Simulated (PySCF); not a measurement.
# The bond of SbSe, level by level

Aim: find the lowest electronic state of SbSe, scan its bond at several levels of theory, and get bond length, wavenumber and dissociation energy from each curve.

Program: PySCF 2.14.0. Level of theory: Sb def2-SVP with ECP28, Se def2-SVP, scalar-relativistic core potentials. These are calculated values, not measurements.

### Step 1. The job

A driver script around PySCF takes these settings:

- atoms: Sb, Se
- charge: 0
- basis: Sb def2-SVP with ECP28, Se def2-SVP
- Hamiltonian: scalar-relativistic core potentials
- basis functions: 58
- electrons treated: 57
- masses in u: 120.9038, 79.9165
- levels: PBE0, PBE, r²SCAN, r²SCAN0, TPSS, B97-3, HF, MP2, SCS-MP2
- grid: 80 radial by 434 angular points
- occupations: held fixed by the projection of orbital angular momentum
- dissociation limit: Sb + Se, each in its ground configuration
- starting distance in angstrom: 2.480
- values of 2S to try: 1, 3, 5

Launch:

```console
> OMP_NUM_THREADS=1 python dia.py task.json out
```

The runs that follow: PBE0 along the bond; Higher solutions at PBE0; PBE; r²SCAN (meta-GGA); r²SCAN0 (hybrid meta-GGA); TPSS; B97-3 (global hybrid GGA); UHF (mean field).

**Question.** What will these runs give? Wanted: for each run, Re; ωe; De; μ.

As calculated:

Lowest PBE0 solution found, without spin–orbit coupling: ²Π (doublet), unpaired electrons π ↑. State 2 has its PBE0 minimum 1.20 eV higher. State 3 has its PBE0 minimum 1.55 eV higher, as a spin-mixed determinant (⟨S²⟩ = 1.76), so this is no gap between pure states. The other levels ran on the lowest alone.

```
 level  Re (Å)  ωe (cm⁻¹)  De (eV)  μ (D)
   PBE   2.379        319     3.51  -1.73
  TPSS   2.371        323     3.38  -1.83
r²SCAN   2.357        332     3.13  -1.92
  PBE0   2.346        340     3.04  -1.98
 B97-3   2.357        339     3.10  -2.12
```

De is counted to Sb + Se in their ground configurations. A positive dipole means Sb(−)Se(+). No constants: UHF (the points don't follow one smooth fit); UHF-MP2 (the points don't follow one smooth fit); UHF-SCS-MP2 (the points don't follow one smooth fit); r²SCAN0 (the points don't follow one smooth fit).

What this shows: Bond lengths run from 2.346 Å (PBE0) to 2.379 Å (PBE). Among the levels with a De in the table, it runs from 3.04 eV (PBE0) to 3.51 eV (PBE).

Correlated steps freeze 13 core orbitals. These are scalar-relativistic numbers at best; spin–orbit coupling would shift them, the dissociation energy most. With spin–orbit coupling the term label itself may not hold.
